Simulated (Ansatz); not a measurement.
**Cu+ with SiNH5: structure and interaction energy**

The task here is to estimate one member of a computed series from the others.

Method: PBE0-D4 structure, single points in def2-TZVPPD; program: Ansatz 0.2.0, Gaussian basis.

Levels: PBE-D4, revPBE-D4, BLYP-D4, r2SCAN-D4, B97M-V, PBE0-D4, B3LYP-D4, HSE06-D4, wB97X-V, wB97M-V, B2PLYP, Hartree-Fock, MP2, CCSD, CCSD(T). The reference is CCSD(T) extrapolated to the basis limit. For elements past Ar these valence bases correlate outer-core shells poorly and lack relativity, so that limit is rough.

Cores are frozen in the correlated methods. The 3s and 3p shells of Cu and Zn are frozen; filled d shells are correlated. B3LYP uses VWN-RPA correlation. B2PLYP carries no dispersion term here.

163 further runs of the same task are left out: 163 set aside as unsound or not needed. Runs told in other sessions of the task aren't counted.

## Starting geometry

The pair, from a GFN2-xTB docking trial: 8 atoms, charge 1, spin multiplicity 1.

Atoms are counted from 1 here; the program's logs count them from 0.

Bond lengths: Cu1–N3 1.973 Å, Si2–N3 1.858 Å, Si2–H4 1.460 Å, Si2–H5 1.458 Å, Si2–H6 1.458 Å, N3–H7 1.017 Å, N3–H8 1.016 Å. Angles: N3–Si2–H4 101.2°, N3–Si2–H5 102.2°, N3–Si2–H6 105.5°, H4–Si2–H5 115.6°, H4–Si2–H6 115.0°, H5–Si2–H6 114.7°, Cu1–N3–Si2 121.2°, Cu1–N3–H7 106.1°, Cu1–N3–H8 104.7°, Si2–N3–H7 109.3°, Si2–N3–H8 109.2°, H7–N3–H8 105.1°.

Coordinates:

```
Cu   -0.4296   -1.2201   -2.0889
Si   -0.4280    0.3378    0.8634
N     0.4848   -0.2172   -0.6565
H    -1.7343    0.6732    0.3041
H    -0.3882   -0.8559    1.6993
H     0.3292    1.4714    1.3814
H     1.2836   -0.7831   -0.3805
H     0.8826    0.5939   -1.1222
```

Atoms 1 to 1 are fragment A (Cu+), the rest fragment B (SiNH5).

The first run:

Contents of pre/in.yaml:

```yaml
crystal:
  periodic: [false, false, false]
  atoms:
    - {symbol: Cu, position_ang: [-0.429600, -1.220100, -2.088900]}
    - {symbol: Si, position_ang: [-0.428000, 0.337800, 0.863400]}
    - {symbol: N, position_ang: [0.484800, -0.217200, -0.656500]}
    - {symbol: H, position_ang: [-1.734300, 0.673200, 0.304100]}
    - {symbol: H, position_ang: [-0.388200, -0.855900, 1.699300]}
    - {symbol: H, position_ang: [0.329200, 1.471400, 1.381400]}
    - {symbol: H, position_ang: [1.283600, -0.783100, -0.380500]}
    - {symbol: H, position_ang: [0.882600, 0.593900, -1.122200]}
basis:
  gaussian: {orbitals: def2-SVP}
total_charge: 1
hamiltonian: {xc: pbe, dispersion: d4}
relax: {f_tol: 0.03, max_steps: 250}
```

The run is started by

```console
> ansatz run in.yaml --threads 4 --pin off --events-out ev --progress --plain --max-ram 9574MiB
```

Steps of the session up to this table: A first relaxation in a small basis; Relaxation at PBE0-D4; wB97X-V/def2-TZVPPD; wB97M-V/def2-TZVPPD; B2PLYP/def2-TZVPPD; B97M-V/def2-TZVPPD; CCSD(T)/def2-TZVPPD; MP2/def2-QZVPPD; Hartree-Fock/STO-3G; SPW92/def2-SVP; wB97M-V/def2-SVP; CCSD(T)/def2-SVP; Vibrations of the pair.

One table of the session follows, with a row left open; its other results are not shown here.

```
      method  interaction (kJ/mol)
      PBE-D4               -284.88
   revPBE-D4               -267.13
     BLYP-D4               -281.76
   r2SCAN-D4               -282.71
      B97M-V               -272.12
     PBE0-D4               -256.97
    B3LYP-D4               -261.90
    HSE06-D4               -256.22
     wB97X-V               -248.51
     wB97M-V               -246.20
      B2PLYP               -247.76
Hartree-Fock               -168.01
         MP2               -236.02
        CCSD               -217.17
     CCSD(T)               -225.52
 CCSD(T)/CBS                     ?
```

Estimate the missing values for CCSD(T)/CBS.

**Answer.** interaction (kJ/mol): -241.45. In the column «interaction (kJ/mol)» it lies between wB97M-V (-246.20) and MP2 (-236.02).
